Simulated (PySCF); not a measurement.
# C₄H₇PSi: reorganisation energies

Programs: PySCF 2.14.0, with routines of our own; each step states its level. All values are computed. Atoms count from 0.

### Step 1. The system as given

13 atoms, charge 0, multiplicity 1; geometry from: GFN2-xTB.

### Step 2. Optimising the geometry at CAM-B3LYP/def2-SV(P)

Job settings and geometry (Å):

```
{"job": {"xc": "CAM-B3LYP", "basis": "def2-SV(P)", "grid": 1, "kind": "geom"}, "charge": 0, "multiplicity": 1}
Si    -2.147181    -0.062387     0.302389
C     -0.293477    -0.124742    -0.012463
C      0.459836     1.042949    -0.413015
C      1.777477     0.834979    -0.581098
P      2.188250    -0.912289    -0.410965
C      0.491030    -1.218808     0.115858
H     -2.587519    -1.357948     0.819421
H     -2.833060     0.241986    -0.956170
H     -2.417227     1.000885     1.274608
H     -0.021867     2.000963    -0.535750
H      2.495274     1.578481    -0.884142
H      2.744696    -0.826223     0.866705
H      0.139380    -2.197360     0.396894
```

Launch:

```console
$ OMP_NUM_THREADS=1 python excited_run.py task.json out
```

This one command runs all jobs of the session in turn.

**Question.** How long does this first job take on 1 thread of Arm Neoverse N1, shared host, and how much memory does it need?

About 51 s, with a peak of 0.53 GiB.
